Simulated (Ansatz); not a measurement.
# AlH5INSi: the cost of one run

Program: Ansatz 0.2.0. Level of theory: RKS PBE-D4/def2-SVP. These are calculated values, not measurements.

## (1) The system as given

Bond lengths: N1–Si2 1.731 Å, Si2–Al3 2.365 Å, Al3–I4 2.476 Å, N1–H5 1.059 Å, N1–H6 1.082 Å, Si2–H7 1.502 Å, Si2–H8 1.456 Å, Al3–H9 1.665 Å. Angles: N1–Si2–Al3 110.1°, N1–Si2–H7 108.7°, N1–Si2–H8 109.3°, Al3–Si2–H7 110.3°, Al3–Si2–H8 110.6°, H7–Si2–H8 107.8°, Si2–N1–H5 109.8°, Si2–N1–H6 109.3°, H5–N1–H6 101.3°, Si2–Al3–I4 120.6°, Si2–Al3–H9 119.0°, I4–Al3–H9 120.4°.

Coordinates:

```xyz
9

N     0.1535    1.0243   -1.4272
Si    0.7951   -0.2841   -0.4935
Al   -0.4734   -0.5729    1.4814
I    -2.8935   -1.0806    1.3611
H     0.1211    1.9032   -0.8378
H    -0.8990    0.8509   -1.6090
H     2.2249    0.0241   -0.1537
H     0.7791   -1.4992   -1.2951
H     0.2807   -0.4120    2.9566
```

## (2) End point A

input.yaml reads:

```yaml
crystal:
  periodic: [false, false, false]
  atoms:
    - { symbol: "N", position_ang: [0.1535, 1.0243, -1.4272] }
    - { symbol: Si, position_ang: [0.7951, -0.2841, -0.4935] }
    - { symbol: Al, position_ang: [-0.4734, -0.5729, 1.4814] }
    - { symbol: I, position_ang: [-2.8935, -1.0806, 1.3611] }
    - { symbol: H, position_ang: [0.1211, 1.9032, -0.8378] }
    - { symbol: H, position_ang: [-0.899, 0.8509, -1.609] }
    - { symbol: H, position_ang: [2.2249, 0.0241, -0.1537] }
    - { symbol: H, position_ang: [0.7791, -1.4992, -1.2951] }
    - { symbol: H, position_ang: [0.2807, -0.412, 2.9566] }
basis:
  gaussian: { orbitals: def2-SVP }
hamiltonian:
  xc: pbe
  dispersion: d4
relax:
  f_tol: 0.02
  max_steps: 50
output:
  orbitals: {}
```

Run with:

```bash
ansatz run input.yaml --threads 2 --pin off --max-ram 3072MiB --backend cpu --events-out ev --progress --plain --runs-dir out
```

What time and memory should one allow on 2 threads of Arm Neoverse V1, shared host?

About 44 s, with a peak of 0.15 GiB.
